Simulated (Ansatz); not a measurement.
# Si: equation of state

One table from this session's results is given with a row withheld; the runs are named, their logs left out.

Program: Ansatz 0.2.0. Level of theory: DFT LDA, scalar-relativistic. These are calculated values, not measurements.

### The structure to begin with

The structure is orthorhombic, space group Imma (No. 74). Conventional cell: a = 4.502 Å, b = 4.737 Å, c = 2.550 Å, α = 90.00°, β = 90.00°, γ = 90.00°. Si (site symmetry mm2) has 8 Si at 2.39 to 2.74 Å as nearest neighbours.

Coordinates:

```
Si
1.0
    -2.25100    2.36850    1.27500
     2.25100   -2.36850    1.27500
     2.25100    2.36850   -1.27500
Si
2
Direct
  0.80700 0.55700 0.25000
  0.19300 0.44300 0.75000
```

The geometry is a database entry used as it stands. It may stem from high pressure or temperature, or be incomplete, so it serves as a test cell.

Atoms are numbered in the order of the input: Si1, Si2.

Set-up of the first run:

Contents of input.yaml:

```yaml
crystal:
  lattice:
    - [-2.2128400857, 2.3283481754, 1.2533856549]
    - [2.2128400857, -2.3283481754, 1.2533856549]
    - [2.2128400857, 2.3283481754, -1.2533856549]
  atoms:
    - { symbol: Si, position: [0.807, 0.557, 0.25] }
    - { symbol: Si, position: [0.193, 0.443, 0.75] }
kpoints:
  mp_grid: { grid: [16, 16, 16] }
scf:
  occupations: { method: fermi_dirac, width: 0.05 }
hamiltonian:
  xc: lda
  pseudopotentials: { kind: all_electron, lapw: { basis_error: 0.0005 } }
output:
  forces: true
  stress: true
  eigenvalues: true
```

Launch:

```console
> ansatz run input.yaml --threads 1 --pin off --max-ram 3072MiB --backend cpu --events-out ev --progress --plain --runs-dir out
```

Steps of the session up to this table: Volume × 0.95, LAPW; Volume × 0.95, PAW; Volume × 0.95, crystal datasets; Volume × 0.975, LAPW; Volume × 0.975, PAW; Volume × 1.025, LAPW; Volume × 1.025, PAW; Volume × 1.05, LAPW; Volume × 1.05, PAW; Volume × 1.05, crystal datasets.

One table of the session follows, with a row left open; its other results are not shown here.

```
          method  volume (Å³/atom)  pressure (GPa)  largest force (eV/Å)
            LAPW            12.916           20.04                 0.034
            LAPW            13.255           15.12                 0.008
            LAPW            13.595           10.79                 0.015
            LAPW            13.935            6.97                 0.036
            LAPW            14.275            3.60                 0.054
             PAW            12.916           20.10                 0.036
             PAW            13.255               ?                     ?
             PAW            13.595           10.83                 0.015
             PAW            13.935            7.00                 0.035
             PAW            14.275            3.62                 0.054
crystal datasets            12.916           20.04                 0.034
crystal datasets            13.595           10.79                 0.015
crystal datasets            14.275            3.60                 0.054
```

Estimate the missing values for PAW, 13.255.

As computed: pressure (GPa): 15.17; largest force (eV/Å): 0.009. In the column «pressure (GPa)» it lies between LAPW, 13.255 (15.12) and LAPW, 12.916 (20.04).

To keep in mind: Warnings in the runs' records: crystal datasets made.
